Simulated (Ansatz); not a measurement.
# C₃H₉GaSn: one species, many methods

How much do the methods differ for C₃H₉GaSn? The plan is to run it at one geometry with functionals of several rungs and with coupled cluster, and see how far each lands from CCSD(T) at the basis-set limit for the atomisation energy.

The runs use Ansatz 0.2.0, Gaussian basis; functionals in def2-TZVPP, the program's frozen cores in correlated methods.

Plan: LDA (SPW92), PBE-D4, revPBE-D4, BLYP-D4, r2SCAN-D4, B97M-V, PBE0-D4, B3LYP-D4, r2SCANh-D4, r2SCAN0-D4, HSE06-D4, BHLYP-D4, CAM-B3LYP-D4, LC-ωPBE, ωB97X-V, ωB97M-V, B2PLYP, PBE-QIDH; CCSD(T)/def2-SVP; CCSD(T)/def2-TZVPP; MP2/def2-QZVPP; extrapolation to the limit; RPA on PBE.

### 1 The relaxed structure

An earlier PBE0-D4 in a triple-zeta def2 set relaxation fixed the geometry. Sn takes the def2 core potential; no spin-orbit term is included.

SMILES `[CH3][Ga]1[CH2][SnH]1[CH3]`, 14 atoms, charge 0, spin multiplicity 1.

Atoms are counted from 1 here; the program's logs count them from 0.

Bond lengths: C1–Ga2 1.953 Å, C1–H6 1.091 Å, C1–H7 1.092 Å, C1–H8 1.091 Å, Ga2–C3 1.932 Å, Ga2–Sn4 2.697 Å, C3–Sn4 2.261 Å, C3–H9 1.089 Å, C3–H10 1.089 Å, Sn4–C5 2.303 Å, Sn4–H11 2.057 Å, C5–H12 1.094 Å, C5–H13 1.090 Å, C5–H14 1.104 Å. Angles: Ga2–C1–H6 110.1°, Ga2–C1–H7 109.4°, Ga2–C1–H8 111.1°, H6–C1–H7 108.4°, H6–C1–H8 109.4°, H7–C1–H8 108.4°, C1–Ga2–C3 152.8°, C1–Ga2–Sn4 150.1°, C3–Ga2–Sn4 55.5°, Ga2–C3–Sn4 79.6°, Ga2–C3–H9 117.3°, Ga2–C3–H10 117.0°, Sn4–C3–H9 114.8°, Sn4–C3–H10 113.8°, H9–C3–H10 111.1°, Ga2–Sn4–C3 44.8°, Ga2–Sn4–C5 61.4°, Ga2–Sn4–H11 40.7° and more.

### 2 LDA

This LDA is Slater exchange with PW92 correlation.

File in.yaml:

```yaml
crystal:
  periodic: [false, false, false]
  atoms:
    - {symbol: C, position_ang: [-1.813297, 0.028637, 1.310506]}
    - {symbol: Ga, position_ang: [-0.102107, -0.516556, 0.544372]}
    - {symbol: C, position_ang: [1.822781, -0.680768, 0.580740]}
    - {symbol: Sn, position_ang: [1.421845, -1.084111, -1.607069]}
    - {symbol: C, position_ang: [0.301320, 0.927102, -1.548980]}
    - {symbol: H, position_ang: [-2.525546, 0.253389, 0.515773]}
    - {symbol: H, position_ang: [-2.216831, -0.787511, 1.913482]}
    - {symbol: H, position_ang: [-1.695102, 0.904257, 1.949926]}
    - {symbol: H, position_ang: [2.241206, -1.521864, 1.131643]}
    - {symbol: H, position_ang: [2.392428, 0.229158, 0.763483]}
    - {symbol: H, position_ang: [-0.328590, -1.710504, -0.727667]}
    - {symbol: H, position_ang: [1.112105, 1.612666, -1.813883]}
    - {symbol: H, position_ang: [-0.446296, 0.939733, -2.342738]}
    - {symbol: H, position_ang: [-0.163927, 1.406382, -0.669577]}
basis:
  gaussian: {orbitals: def2-TZVPP}
hamiltonian: {xc: lda}
output: {orbitals: {seedname: orbitals}}
```

On the command line:

```bash
ansatz run in.yaml --threads 2 --pin off --events-out ev --progress --plain --max-ram 22528MiB --backend cuda --devices 0, --max-vram 18GiB
```

Further steps of the session: PBE-D4 (GGA); revPBE-D4 (GGA); BLYP-D4 (GGA); r2SCAN-D4 (meta-GGA); B97M-V (meta-GGA); B3LYP-D4 (hybrid); r2SCANh-D4 (hybrid); r2SCAN0-D4 (hybrid); HSE06-D4 (hybrid); BHLYP-D4 (hybrid); CAM-B3LYP-D4 (range-separated); LC-ωPBE (range-separated); ωB97X-V (range-separated); ωB97M-V (range-separated); B2PLYP (double hybrid); PBE-QIDH (double hybrid); CCSD(T) in def2-SVP; CCSD(T) in def2-TZVPP; MP2 in def2-QZVPP; RPA on PBE orbitals.

**Question.** What will the summary of the whole plan be? Wanted: atomisation energy, CCSD(T)/CBS; farthest beyond LDA; mean size of error, GGA; mean size of error, meta-GGA; mean size of error, hybrid; mean size of error, range-separated; mean size of error, double hybrid; gap, smallest and largest; T1 diagnostic.

**Answer**, as computed:

```
                               quantity                                                                                               value
        atomisation energy, CCSD(T)/CBS                                                                                       4731.5 kJ/mol
 functionals within 47.3 kJ/mol (1.0 %)  PBE-D4, r2SCAN-D4, B97M-V, PBE0-D4, r2SCANh-D4, HSE06-D4, CAM-B3LYP-D4, ωB97X-V, ωB97M-V, PBE-QIDH
                    farthest beyond LDA                                                                            BHLYP-D4 (-149.9 kJ/mol)
                mean size of error, GGA                                                                                         62.1 kJ/mol
           mean size of error, meta-GGA                                                                                         10.7 kJ/mol
             mean size of error, hybrid                                                                                         57.3 kJ/mol
    mean size of error, range-separated                                                                                         42.5 kJ/mol
      mean size of error, double hybrid                                                                                         68.6 kJ/mol
              gap, smallest and largest                                                                3.04 eV (BLYP-D4), 9.04 eV (LC-ωPBE)
                          T1 diagnostic                                                                                              0.0142
triples share of the correlation energy                                                                                               4.0 %
```

LDA overbinds by 608.2 kJ/mol (13 %). PBE-D4 is off by +27.9 kJ/mol. Double hybrids carry the basis error of their MP2 part in triple zeta, and no dispersion term here, so their miss is partly the set-up's. The rungs meta-GGA, range-separated miss on average by less than the doubt on the reference (47.3 kJ/mol), so they tie. Misses under about 47.3 kJ/mol are within the doubt on the reference itself, which lacks core-valence correlation, spin-orbit coupling and higher excitations, and its outer-core shells are covered unevenly. All levels share the lack of spin-orbit coupling, which lowers the free heavy atoms and so the true binding. Hartree-Fock recovers 72 % of the binding; the rest is correlation. CCSD(T) in def2-SVP is off by -282.5 kJ/mol, worse than the median functional, from the basis alone. Orbital gaps span 3.0 to 9.0 eV; exact exchange widens them. Correlated methods include outer-core shells of Ga, Sn, which these sets cover unevenly.
